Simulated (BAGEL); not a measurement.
**CH5AlOS (SMILES C[O][AlH][SH]): RI-MP2/cc-pVDZ (density fitting with qzvpp-jkfit)**

Aim: the energy change on altering one bond length of CH5AlOS at RI-MP2/cc-pVDZ (density fitting with qzvpp-jkfit), from 2 runs. 

The results are computed with BAGEL 1.2.2.

1 further run of the same task is left out (set aside as unsound or not needed). Runs told in other sessions of the task aren't counted.

### 1 Starting point

CH5AlOS: 9 atoms, total charge 0, spin state singlet. As SMILES, `C[O][AlH][SH]`. Geometry: relaxed at PBE0-D4/def2-TZVP. This is one conformer, not always the lowest.

Bond lengths: C1–O2 1.394 Å, O2–Al3 1.679 Å, Al3–S4 2.185 Å, C1–H5 1.098 Å, C1–H6 1.095 Å, C1–H7 1.095 Å, Al3–H8 1.569 Å, S4–H9 1.345 Å. Some angles: C1–O2–Al3 138.3°, O2–Al3–S4 120.8°, O2–C1–H5 112.7°, O2–C1–H6 110.2°, O2–C1–H7 110.1°, O2–Al3–H8 118.9°, S4–Al3–H8 120.3°, Al3–S4–H9 93.5°, H5–C1–H6 107.8°, H5–C1–H7 107.8°.

### 2 The energy at RI-MP2/cc-pVDZ (density fitting with qzvpp-jkfit)

job.json reads:

```json
{ "bagel": [

{
  "title": "molecule",
  "basis": "cc-pvdz.json",
  "df_basis": "qzvpp-jkfit",
  "angstrom": true,
  "geometry": [
    { "atom": "C", "xyz": [       0.612900,       1.288100,       0.163300 ] },
    { "atom": "O", "xyz": [       0.207400,       0.389900,      -0.822800 ] },
    { "atom": "Al", "xyz": [      -0.503200,      -1.128100,      -0.920600 ] },
    { "atom": "S", "xyz": [      -1.045300,      -2.228800,       0.887900 ] },
    { "atom": "H", "xyz": [       0.400200,       0.928300,       1.178600 ] },
    { "atom": "H", "xyz": [       1.690300,       1.468000,       0.089900 ] },
    { "atom": "H", "xyz": [       0.100100,       2.246400,       0.033100 ] },
    { "atom": "H", "xyz": [      -0.773800,      -1.748500,      -2.336000 ] },
    { "atom": "H", "xyz": [      -0.600000,      -1.261900,       1.709600 ] }
  ]
},

{
  "title": "hf"
},

{
  "title": "mp2",
  "ncore": 12
}

]}
```

The basis set cc-pVDZ is read from a file made from the Basis Set Exchange's data (not shown).

Run with:

```sh
$ BAGEL_NUM_THREADS=1 BAGEL job.json > job.out
```

Output:

```text
* using 1 threads per process

  ===============================================================
  ===============================================================

  *** Geometry ***

  { "atom" : "C", "xyz" : [      1.158213,      2.434156,      0.308592 ] },
  { "atom" : "O", "xyz" : [      0.391929,      0.736804,     -1.554867 ] },
  { "atom" : "Al", "xyz" : [     -0.950910,     -2.131800,     -1.739682 ] },
  { "atom" : "S", "xyz" : [     -1.975331,     -4.211822,      1.677888 ] },
  { "atom" : "H", "xyz" : [      0.756268,      1.754233,      2.227231 ] },
  { "atom" : "H", "xyz" : [      3.194204,      2.774118,      0.169886 ] },
  { "atom" : "H", "xyz" : [      0.189162,      4.245081,      0.062550 ] },
  { "atom" : "H", "xyz" : [     -1.462270,     -3.304186,     -4.414400 ] },
  { "atom" : "H", "xyz" : [     -1.133836,     -2.384645,      3.230676 ] },

  Number of auxiliary basis functions:      498

  Since a DF basis is specified, we compute 2- and 3-index integrals:
    o Being stored without compression. Storage requirement is 0.032 GB

  Number of basis functions:       89
  Number of electrons      :       48

    * METHOD: MOLECULE                             0.26

  *** RHF ***

  === Nuclear Repulsion ===
   198.0351952400

      * DIIS with orbital gradients will be used.

  === RHF iteration (cc-pvdz.json) ===
      0       -754.98286705          0.01387198           0.08
      1       -755.10225953          0.01064353           0.08
      2       -755.17641961          0.00137992           0.07
      3       -755.17841016          0.00034319           0.07
      4       -755.17851515          0.00009885           0.08
      5       -755.17852532          0.00002342           0.08
      6       -755.17852622          0.00000627           0.08
      7       -755.17852627          0.00000161           0.07
      8       -755.17852628          0.00000054           0.08
      9       -755.17852628          0.00000019           0.08
     10       -755.17852628          0.00000006           0.08
     11       -755.17852628          0.00000002           0.08
     12       -755.17852628          0.00000001           0.07
    * SCF iteration converged.

    * Permanent dipole moment:
           (   -0.248139,    -0.538321,    -0.327338) a.u.

    * METHOD: HF                                   1.19

  *** RHF ***

  === Nuclear Repulsion ===
   198.0351952400

      * DIIS with orbital gradients will be used.

  === RHF iteration (cc-pvdz.json) ===
      0       -755.17852628          0.00000000           0.08
    * SCF iteration converged.

    * Permanent dipole moment:
           (   -0.248139,    -0.538321,    -0.327338) a.u.

  === DF-MP2 calculation ===

    * freezing 12 orbitals
    * 3-index integral transformation done
    * assembly done

      MP2 correlation energy:   -0.5235237381      0.04

      MP2 total energy:       -755.7020500164

    * METHOD: MP2                                  0.21

  ===============================================================
```

It took 1.8 s on 1 thread of Arm Neoverse V1, shared host; peak memory 0.13 GiB.

### 3 The distorted shape

mp2.json reads:

```json
{ "bagel" : [

{
  "title" : "molecule",
  "basis" : "cc-pvdz.json",
  "df_basis" : "qzvpp-jkfit",
  "angstrom" : true,
  "geometry" : [
    { "atom" : "C", "xyz" : [       0.826070,       1.743480,       0.192639 ] },
    { "atom" : "O", "xyz" : [       0.420570,       0.845280,      -0.793461 ] },
    { "atom" : "Al", "xyz" : [      -0.503200,      -1.128100,      -0.920600 ] },
    { "atom" : "S", "xyz" : [      -1.045300,      -2.228800,       0.887900 ] },
    { "atom" : "H", "xyz" : [       0.613370,       1.383680,       1.207939 ] },
    { "atom" : "H", "xyz" : [       1.903470,       1.923380,       0.119239 ] },
    { "atom" : "H", "xyz" : [       0.313270,       2.701780,       0.062439 ] },
    { "atom" : "H", "xyz" : [      -0.773800,      -1.748500,      -2.336000 ] },
    { "atom" : "H", "xyz" : [      -0.600000,      -1.261900,       1.709600 ] }
  ]
},

{ "title" : "hf" },

{ "title" : "mp2", "ncore" : 12 }

]}
```

The basis set cc-pVDZ is read from a file made from the Basis Set Exchange's data (not shown).

Run with:

```sh
$ BAGEL_NUM_THREADS=1 BAGEL mp2.json > mp2.out
```

Output:

```text
* using 1 threads per process

  ===============================================================
  ===============================================================

  *** Geometry ***

  { "atom" : "C", "xyz" : [      1.561046,      3.294700,      0.364035 ] },
  { "atom" : "O", "xyz" : [      0.794762,      1.597348,     -1.499424 ] },
  { "atom" : "Al", "xyz" : [     -0.950910,     -2.131800,     -1.739682 ] },
  { "atom" : "S", "xyz" : [     -1.975331,     -4.211822,      1.677888 ] },
  { "atom" : "H", "xyz" : [      1.159101,      2.614776,      2.282674 ] },
  { "atom" : "H", "xyz" : [      3.597037,      3.634661,      0.225329 ] },
  { "atom" : "H", "xyz" : [      0.591995,      5.105624,      0.117993 ] },
  { "atom" : "H", "xyz" : [     -1.462270,     -3.304186,     -4.414400 ] },
  { "atom" : "H", "xyz" : [     -1.133836,     -2.384645,      3.230676 ] },

  Number of auxiliary basis functions:      498

  Since a DF basis is specified, we compute 2- and 3-index integrals:
    o Being stored without compression. Storage requirement is 0.032 GB

  Number of basis functions:       89
  Number of electrons      :       48

    * METHOD: MOLECULE                             0.26

  *** RHF ***

  === Nuclear Repulsion ===
   182.7582045413

      * DIIS with orbital gradients will be used.

  === RHF iteration (cc-pvdz.json) ===
      0       -754.88453642          0.01496311           0.08
      1       -754.98270779          0.01399767           0.07
      2       -755.11288279          0.00153014           0.07
      3       -755.11564077          0.00042508           0.07
      4       -755.11583831          0.00014026           0.07
      5       -755.11586590          0.00004711           0.07
      6       -755.11587188          0.00001628           0.07
      7       -755.11587265          0.00000591           0.07
      8       -755.11587276          0.00000265           0.07
      9       -755.11587278          0.00000091           0.07
     10       -755.11587278          0.00000030           0.07
     11       -755.11587278          0.00000010           0.07
     12       -755.11587278          0.00000004           0.07
     13       -755.11587278          0.00000001           0.07
     14       -755.11587278          0.00000000           0.07
    * SCF iteration converged.

    * Permanent dipole moment:
           (    0.201592,     0.422492,    -0.240550) a.u.

    * METHOD: HF                                   1.28

  *** RHF ***

  === Nuclear Repulsion ===
   182.7582045413

      * DIIS with orbital gradients will be used.

  === RHF iteration (cc-pvdz.json) ===
      0       -755.11587278          0.00000000           0.08
    * SCF iteration converged.

    * Permanent dipole moment:
           (    0.201592,     0.422492,    -0.240550) a.u.

  === DF-MP2 calculation ===

    * freezing 12 orbitals
    * 3-index integral transformation done
    * assembly done

      MP2 correlation energy:   -0.5324310504      0.04

      MP2 total energy:       -755.6483038300

    * METHOD: MP2                                  0.21

  ===============================================================
```

Run time: 1.9 s. Hardware: 1 thread of Arm Neoverse V1, shared host; peak memory 0.13 GiB.

### 4 Results

At RI-MP2/cc-pVDZ (density fitting with qzvpp-jkfit), 12 core orbitals frozen:

```
                                                          quantity          value
                                         first shape: total energy  -755.70205 Eh
         first shape: correlation energy (12 core orbitals frozen)     -523.5 mEh
                                     distorted shape: total energy  -755.64830 Eh
     distorted shape: correlation energy (12 core orbitals frozen)     -532.4 mEh
energy change with the O2–Al3 bond stretched from 1.679 to 2.183 Å       1.463 eV
```

What this shows: With the O2–Al3 bond stretched from 1.679 to 2.183 Å the energy rises by 1.46 eV (34 kcal/mol). The first shape isn't relaxed at this level, so the change isn't measured from a minimum.
